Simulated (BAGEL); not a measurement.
**CH5BFN (SMILES CB(N)F): a chain of runs**

Aim: a single-point energy (HF/def2-SV(P)), then the energy (NEVPT2(2,2)/def2-SV(P)), then a single-point energy (CASPT2(2,2)/def2-SV(P)) of CH5BFN. 

Program for the calculation: BAGEL 1.2.2.

1 further run of the same task is left out (set aside as unsound or not needed).

## 1. The system as given

CH5BFN: 9 atoms, total charge 0, spin state singlet. As SMILES, `CB(N)F`. The C1–H5 distance was set to 1.751 Å, away from the relaxed value. At this shape a bond of the SMILES string is far longer than usual.

Bond lengths: C1–B2 1.566 Å, B2–N3 1.396 Å, B2–F4 1.347 Å, C1–H6 1.091 Å, C1–H7 1.094 Å, N3–H8 1.006 Å, N3–H9 1.003 Å. Angles: C1–B2–N3 124.5°, C1–B2–F4 118.6°, N3–B2–F4 116.9°, B2–C1–H6 113.8°, B2–C1–H7 110.2°, B2–N3–H8 122.4°, B2–N3–H9 123.0°, H6–C1–H7 108.1°, H8–N3–H9 114.6°. A long bond or contact: C1–H5 1.751 Å.

## 2. A single-point energy at HF/def2-SV(P) (density fitting with svp-jkfit) (run 1)

input.json

```json
{ "bagel": [

{
  "title": "molecule",
  "basis": "def2-sv_p_.json",
  "df_basis": "svp-jkfit",
  "angstrom": true,
  "geometry": [
    { "atom": "C", "xyz": [   -0.791388,    0.680490,   -0.071556 ] },
    { "atom": "B", "xyz": [   -0.264788,   -0.766510,    0.216044 ] },
    { "atom": "N", "xyz": [    0.183212,   -1.212310,    1.461244 ] },
    { "atom": "F", "xyz": [   -0.234488,   -1.655110,   -0.796356 ] },
    { "atom": "H", "xyz": [    0.176600,    1.438400,   -1.318100 ] },
    { "atom": "H", "xyz": [   -0.786988,    1.332090,    0.804044 ] },
    { "atom": "H", "xyz": [   -1.813388,    0.640090,   -0.460556 ] },
    { "atom": "H", "xyz": [    0.515712,   -2.149410,    1.611144 ] },
    { "atom": "H", "xyz": [    0.200112,   -0.627710,    2.276444 ] }
  ]
},
{
  "title": "hf"
},
{
  "title": "print",
  "file": "orbitals.molden",
  "orbitals": true
}

]}
```

The basis set def2-SV(P) is read from a file made from the Basis Set Exchange's data (not shown).

Run with:

```console
$ BAGEL_NUM_THREADS=1 BAGEL input.json > input.out
```

The log of the run:

```text
* using 1 threads per process

  ===============================================================
  ===============================================================

  *** Geometry ***

  { "atom" : "C", "xyz" : [     -1.495507,      1.285940,     -0.135221 ] },
  { "atom" : "B", "xyz" : [     -0.500377,     -1.448494,      0.408264 ] },
  { "atom" : "N", "xyz" : [      0.346221,     -2.290934,      2.761351 ] },
  { "atom" : "F", "xyz" : [     -0.443118,     -3.127705,     -1.504895 ] },
  { "atom" : "H", "xyz" : [      0.333726,      2.718182,     -2.490848 ] },
  { "atom" : "H", "xyz" : [     -1.487192,      2.517285,      1.519423 ] },
  { "atom" : "H", "xyz" : [     -3.426807,      1.209595,     -0.870325 ] },
  { "atom" : "H", "xyz" : [      0.974554,     -4.061796,      3.044621 ] },
  { "atom" : "H", "xyz" : [      0.378157,     -1.186200,      4.301856 ] },

  Number of auxiliary basis functions:      394

  Since a DF basis is specified, we compute 2- and 3-index integrals:
    o Being stored without compression. Storage requirement is 0.014 GB

  Number of basis functions:       66
  Number of electrons      :       32

    * METHOD: MOLECULE                             0.14

  *** RHF ***

  === Nuclear Repulsion ===
   111.2759778621

      * DIIS with orbital gradients will be used.

  === RHF iteration (def2-sv_p_.json) ===
      0       -218.92399071          0.02508510           0.03
      1       -219.12630031          0.01354519           0.03
      2       -219.18489925          0.00189821           0.03
      3       -219.18677453          0.00053157           0.03
      4       -219.18688638          0.00013555           0.03
      5       -219.18689917          0.00003550           0.03
      6       -219.18690014          0.00001453           0.03
      7       -219.18690027          0.00000320           0.03
      8       -219.18690027          0.00000110           0.03
      9       -219.18690027          0.00000033           0.03
     10       -219.18690027          0.00000016           0.03
     11       -219.18690027          0.00000005           0.03
     12       -219.18690027          0.00000001           0.03
     13       -219.18690027          0.00000001           0.03
    * SCF iteration converged.

    * Permanent dipole moment:
           (    0.026707,    -0.069631,    -1.137481) a.u.

    * METHOD: HF                                   0.59

    * METHOD: PRINT                                0.01

  ===============================================================
```

It took 0.87 s on 1 thread of Arm Neoverse V1, shared host; peak memory 0.15 GiB.

## 3. A single-point energy at NEVPT2(2,2)/def2-SV(P) (density fitting with svp-jkfit) (run 2)

calc.json

```json
{ "bagel": [

{
  "title": "molecule",
  "basis": "def2-sv_p_.json",
  "df_basis": "svp-jkfit",
  "angstrom": "true",
  "geometry": [
    { "atom": "C", "xyz": [   -0.791388,    0.680490,   -0.071556 ] },
    { "atom": "B", "xyz": [   -0.264788,   -0.766510,    0.216044 ] },
    { "atom": "N", "xyz": [    0.183212,   -1.212310,    1.461244 ] },
    { "atom": "F", "xyz": [   -0.234488,   -1.655110,   -0.796356 ] },
    { "atom": "H", "xyz": [    0.176600,    1.438400,   -1.318100 ] },
    { "atom": "H", "xyz": [   -0.786988,    1.332090,    0.804044 ] },
    { "atom": "H", "xyz": [   -1.813388,    0.640090,   -0.460556 ] },
    { "atom": "H", "xyz": [    0.515712,   -2.149410,    1.611144 ] },
    { "atom": "H", "xyz": [    0.200112,   -0.627710,    2.276444 ] }
  ]
},
{ "title": "hf", "charge": 0 },
{ "title": "casscf", "nstate": 1, "nact": 2, "nclosed": 15, "charge": 0, "active": [16, 17], "maxiter": 200, "natocc": "true" },
{
  "title": "nevpt2",
  "nstate": 1,
  "nact": 2,
  "nclosed": 15,
  "charge": 0,
  "active": [16, 17],
  "maxiter": 200,
  "natocc": "true",
  "ncore": 4
},
{ "title": "print", "file": "orbitals.molden", "orbitals": "true" }

]}
```

The basis set def2-SV(P) is read from a file made from the Basis Set Exchange's data (not shown).

Run with:

```console
$ BAGEL_NUM_THREADS=1 BAGEL calc.json > calc.out
```

The log of the run:

```text
* using 1 threads per process

  ===============================================================
  ===============================================================

  *** Geometry ***

  { "atom" : "C", "xyz" : [     -1.495507,      1.285940,     -0.135221 ] },
  { "atom" : "B", "xyz" : [     -0.500377,     -1.448494,      0.408264 ] },
  { "atom" : "N", "xyz" : [      0.346221,     -2.290934,      2.761351 ] },
[... 5 lines of this table left out ...]
  { "atom" : "H", "xyz" : [      0.378157,     -1.186200,      4.301856 ] },

  Number of auxiliary basis functions:      394

  Since a DF basis is specified, we compute 2- and 3-index integrals:
    o Being stored without compression. Storage requirement is 0.014 GB

  Number of basis functions:       66
  Number of electrons      :       32

    * METHOD: MOLECULE                             0.14

  *** RHF ***

  === Nuclear Repulsion ===
   111.2759778621

      * DIIS with orbital gradients will be used.

  === RHF iteration (def2-sv_p_.json) ===
      0       -218.92399071          0.02508510           0.03
      1       -219.12630031          0.01354519           0.03
      2       -219.18489925          0.00189821           0.04
[... 10 lines of this table left out ...]
     13       -219.18690027          0.00000001           0.03
    * SCF iteration converged.

    * Permanent dipole moment:
           (    0.026707,    -0.069631,    -1.137481) a.u.

    * METHOD: HF                                   0.60

  ---------------------------
      CASSCF calculation
  ---------------------------

    ==== Active orbitals : =====
         Orbital 16
         Orbital 17
    ============================

    * nstate   :      1
    * nclosed  :     15
    * nact     :      2
    * nvirt    :     49
  === CASSCF iteration (def2-sv_p_.json) ===

    * Using the second-order algorithm

      0  0      -219.19855046     1.98e-03      0.02

      1  0      -219.21659352     2.10e-03      0.18
[... 17 lines of this table left out ...]
     10  0      -219.22615091     6.41e-09      0.14

    * Second-order optimization converged. *

     guess   0:   closed 1.                   open ..

  === FCI iteration ===

      0  0      -219.18511704     8.21e-02      0.00
      1  0      -219.22612947     1.64e-03      0.00
      2  0 *    -219.22615091     2.24e-16      0.00

     * ci vector, state   0, <S^2> = 0.0000
       2.     0.9701497280
       .2    -0.2425067120

    * METHOD: CASSCF                               1.84

    * freezing 4 orbitals

  === DF-NEVPT2 calculation ===

    * 3-index integral transformation done
    * assembly done

      NEVPT2 correlation energy:   -0.5280349413      0.11

          (+0)     -0.4828176316
          (+0)'    -0.0129873021
          (+1)     -0.0063832619
          (+1)'    -0.0000000000
          (+2)     -0.0003627211
          (-1)     -0.0234633965
          (-1)'     0.0000000000
          (-2)     -0.0020206281

      NEVPT2 total energy:       -219.7541858556

    * METHOD: NEVPT2                               0.19

    * METHOD: PRINT                                0.01

  ===============================================================
```

Wall time 2.9 s (1 thread of Arm Neoverse V1, shared host); peak memory 0.15 GiB.

## 4. The energy at CASPT2(2,2)/def2-SV(P) (density fitting with svp-jkfit) (run 3)

Changes to input.json since step 2:

```diff
@@ -23,2 +23,11 @@
 {
+  "title": "casscf",
+  "nstate": 1,
+  "nact": 2,
+  "nclosed": 15,
+  "active": [16, 17],
+  "maxiter": 200,
+  "natocc": true
+},
+{
   "title": "print",
@@ -26,2 +35,12 @@
   "orbitals": true
+},
+{
+  "title": "smith",
+  "method": "caspt2",
+  "ms": true,
+  "xms": true,
+  "sssr": true,
+  "shift": 0.2,
+  "shift_imag": true,
+  "ncore": 4
 }
```

The basis set def2-SV(P) is read from a file made from the Basis Set Exchange's data (not shown).

Run with:

```console
$ BAGEL_NUM_THREADS=1 BAGEL input.json > input.out
```

The log of the run:

```text
* using 1 threads per process

  ===============================================================
  ===============================================================

  *** Geometry ***

  { "atom" : "C", "xyz" : [     -1.495507,      1.285940,     -0.135221 ] },
  { "atom" : "B", "xyz" : [     -0.500377,     -1.448494,      0.408264 ] },
  { "atom" : "N", "xyz" : [      0.346221,     -2.290934,      2.761351 ] },
[... 5 lines of this table left out ...]
  { "atom" : "H", "xyz" : [      0.378157,     -1.186200,      4.301856 ] },

  Number of auxiliary basis functions:      394

  Since a DF basis is specified, we compute 2- and 3-index integrals:
    o Being stored without compression. Storage requirement is 0.014 GB

  Number of basis functions:       66
  Number of electrons      :       32

    * METHOD: MOLECULE                             0.14

  *** RHF ***

  === Nuclear Repulsion ===
   111.2759778621

      * DIIS with orbital gradients will be used.

[... 6 lines left out ...]
    * SCF iteration converged.
[... 1 line left out ...]
    * Permanent dipole moment:
[... 27 lines left out ...]
    * Second-order optimization converged. *
[... 9 lines left out ...]
     * ci vector, state   0, <S^2> = 0.0000
[... 16 lines left out ...]
    * Zeroth order energy : state  0       -0.7331432460

    * CASPT2 iteration is performed using orthogonal basis

      -------------------------------------------  CASPT2 iteration  ---------------------------------------------------
       #      aibj      arbs      arbi      airj      risj      airs      arst      rist         Etot      error   time
      ------------------------------------------------------------------------------------------------------------------

       0  -0.48164  -0.00253  -0.02417  -0.00687  -0.00051  -0.01196  -0.00000  -0.00000   -0.5276781  0.0009816   0.06
       1  -0.48170  -0.00255  -0.02421  -0.00693  -0.00054  -0.01213  -0.00000  -0.00000   -0.5280444  0.0001442   0.05
       2  -0.48170  -0.00255  -0.02421  -0.00693  -0.00054  -0.01213  -0.00000  -0.00000   -0.5280530  0.0000230   0.05
       3  -0.48170  -0.00255  -0.02421  -0.00693  -0.00054  -0.01213  -0.00000  -0.00000   -0.5280532  0.0000038   0.05
       4  -0.48170  -0.00255  -0.02421  -0.00693  -0.00054  -0.01213   0.00000  -0.00000   -0.5280532  0.0000005   0.06

      ------------------------------------------------------------------------------------------------------------------

    * CASPT2 energy : state  0     -219.7562142409
        w/o shift correction       -219.7542040999
        reference weight              0.8703359892

    * METHOD: SMITH                                0.43

  ===============================================================
```

Wall time 3.3 s (1 thread of Arm Neoverse V1, shared host); peak memory 0.15 GiB.

## 5. Results

| quantity | value |
| --- | --- |
| run 1, HF/def2-SV(P): total energy | -219.18690 Eh |
| run 1, HF/def2-SV(P): dipole moment | 2.90 D |
| run 1, HF/def2-SV(P): HOMO energy | -11.03 eV |
| run 1, HF/def2-SV(P): LUMO energy | 2.70 eV |
| run 1, HF/def2-SV(P): HOMO–LUMO gap | 13.73 eV |
| run 2, NEVPT2(2,2)/def2-SV(P): total energy | -219.75419 Eh |
| run 3, CASPT2(2,2)/def2-SV(P): total energy | -219.75621 Eh |
